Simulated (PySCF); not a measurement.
# C2H8BrGeN: the cost of one run

Computed with PySCF 2.14.0, with density-fitted response routines of our own, on a single molecule in the gas phase. Atoms count from 0, in the outputs and in this text.

**1. The starting structure**

13 atoms, charge 0, multiplicity 1; geometry from: GFN2-xTB.

Bonds of the start (Å): C0–C1 1.52, C1–Ge2 2.01, Ge2–N3 1.82, Ge2–Br4 2.28, C0–H5 1.09, C0–H6 1.09, C0–H7 1.09, C1–H8 1.09, C1–H9 1.09, Ge2–H10 1.52, N3–H11 1.01, N3–H12 1.01.

**2. Excited states and response: wB97X-D/def2-SVPD**

The job: settings as JSON, then the geometry in Å.

```
{"job": {"kind": "uv", "xc": "wB97X-D", "basis": "def2-SVPD", "nstates": 8, "ntriplets": 3}, "charge": 0, "multiplicity": 1}
C     -1.974573    -0.351980    -0.132633
C     -0.516467    -0.748497    -0.308783
Ge     0.762915     0.750945     0.074483
N      2.541256     0.387372     0.137460
Br     0.309660     1.513800     2.179048
H     -2.237897     0.462982    -0.805283
H     -2.164886    -0.025548     0.888979
H     -2.624970    -1.198087    -0.348350
H     -0.339043    -1.090945    -1.329467
H     -0.273247    -1.580053     0.357697
H      0.630365     1.952188    -0.847892
H      2.872700    -0.250735     0.847561
H      3.009800     0.179044    -0.730548
```

Level: TDDFT wB97X-D/def2-SVPD, vertical, gas phase, core orbitals frozen in the response.

Command:

```
$ OMP_NUM_THREADS=1 python probes_run.py task.json out
```

One launch serves the whole session: the jobs run in the order shown.

**Question.** How long does this job take on 1 thread of Arm Neoverse V1, shared host, and how much memory does it need?

About 40 s, with a peak of 0.91 GiB.
